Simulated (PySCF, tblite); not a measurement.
# C7H7BF3N: geometry, infrared bands and NMR shifts

Aim: predict the infrared bands and NMR shifts of C7H7BF3N (`FC(F)=C(F)[BH2-][n+]1ccccc1`).

The runs use tblite 0.8.0 and PySCF 2.14.0, with density-fitted response routines of our own; the level of theory stands in each step. All values are computed, except where a source is named. Atoms are numbered from 0 throughout.

## (1) Starting geometry

19 atoms, charge 0, multiplicity 1; geometry from: force field or distance geometry start.

Bonds of the start (Å): F0–C1 1.39, C1–F2 1.36, C1–C3 1.34, C3–F4 1.36, C3–B5 1.57, B5–N6 1.52, N6–C7 1.35, C7–C8 1.39, C8–C9 1.40, C9–C10 1.41, C10–C11 1.38, C11–N6 1.37, B5–H12 1.19, B5–H13 1.21, C7–H14 1.08, C8–H15 1.09, C9–H16 1.08, C10–H17 1.10, C11–H18 1.07.

## (2) Geometry optimisation with GFN2-xTB

The job: settings as JSON, then the geometry in Å.

```
{"job": {"kind": "relax", "xc": "GFN2-xTB", "basis": "xTB"}, "charge": 0, "multiplicity": 1}
F      3.643600    -0.542000     1.509600
C      2.548300    -0.560900     0.654400
F      1.748500    -1.655300     0.607500
C      2.355000     0.534300    -0.092100
F      3.207100     1.583000     0.029900
B      1.166300     0.662200    -1.102000
N     -0.155700     0.307500    -0.436200
C     -0.576900     0.867200     0.720000
C     -1.795600     0.479600     1.257900
C     -2.610200    -0.477400     0.637600
C     -2.140100    -1.041800    -0.561400
C     -0.916800    -0.638100    -1.069600
H      1.157500     1.766100    -1.558800
H      1.434900    -0.112200    -1.994200
H      0.013900     1.613200     1.220200
H     -2.198500     0.894200     2.184300
H     -3.558600    -0.774800     1.054100
H     -2.741000    -1.802800    -1.081400
H     -0.591400    -1.092900    -1.987200
```

Run with:

```console
$ OMP_NUM_THREADS=1 python probes_run.py task.json out
```

The driver reads the jobs from task.json and runs them one after another.

**Question.** This job is followed by: GFN2-xTB harmonic vibrations, gas phase; GIAO PBE0/pcSseg-1 NMR shielding, non-relativistic, gas phase. Predict these results of the whole session: strongest single infrared mode (GFN2-xTB); zero-point energy (GFN2-xTB); ¹³C shifts against TMS (PBE0/pcSseg-1, means over atoms taken as alike); ¹H shifts against TMS (PBE0/pcSseg-1, means over atoms taken as alike); ¹⁹F shifts against CFCl3 (PBE0/pcSseg-1); ¹¹B shifts against BF3·OEt2 (PBE0/pcSseg-1); ¹⁵N shifts against NH3 (PBE0/pcSseg-1); surface potential, 1st and 99th percentile.

As calculated:

| quantity | value |
| --- | --- |
| strongest single infrared mode (GFN2-xTB) | 1132 cm⁻¹, 264 km/mol |
| zero-point energy (GFN2-xTB) | 80.6 kcal/mol |
| ¹³C shifts against TMS (PBE0/pcSseg-1, means over atoms taken as alike) | 172.4, 155.5, 153.2, 146.7, 131.7 ppm |
| ¹H shifts against TMS (PBE0/pcSseg-1, means over atoms taken as alike) | 9.03, 8.19, 7.74, 3.44 ppm |
| ¹⁹F shifts against CFCl3 (PBE0/pcSseg-1) | -99.2, -139.6, -189.8 ppm |
| ¹¹B shifts against BF3·OEt2 (PBE0/pcSseg-1) | -17.2 ppm |
| ¹⁵N shifts against NH3 (PBE0/pcSseg-1) | 275.3 ppm |
| surface potential, 1st and 99th percentile | -1.45 V and 1.75 V |

Relaxing lowered the energy by 0.545 eV in 100 steps; the close pair that moved most is C3–B5, from 1.565 to 1.617 Å. All 51 modes are real, so the xTB geometry is a minimum. The strongest single mode, at 1132 cm⁻¹, moves mainly C1. GFN2-xTB is a fitted tight-binding method: band positions and strengths are rough. Its intensities can rank the bands wrongly. At PBE0/pcSseg-1: Shielding is most anisotropic at N6 (span 408 ppm, paramagnetic term -341 ppm). NICS(1)zz of -28 ppm above the planar ring from N6 marks a diatropic (aromatic) ring current. By nearest atom (PBE0/pcSseg-1), the HOMO sits on C1, C3 about 30 % each; F0, F4 about 9 % each and the LUMO on C9 25 %; N6 21 %.
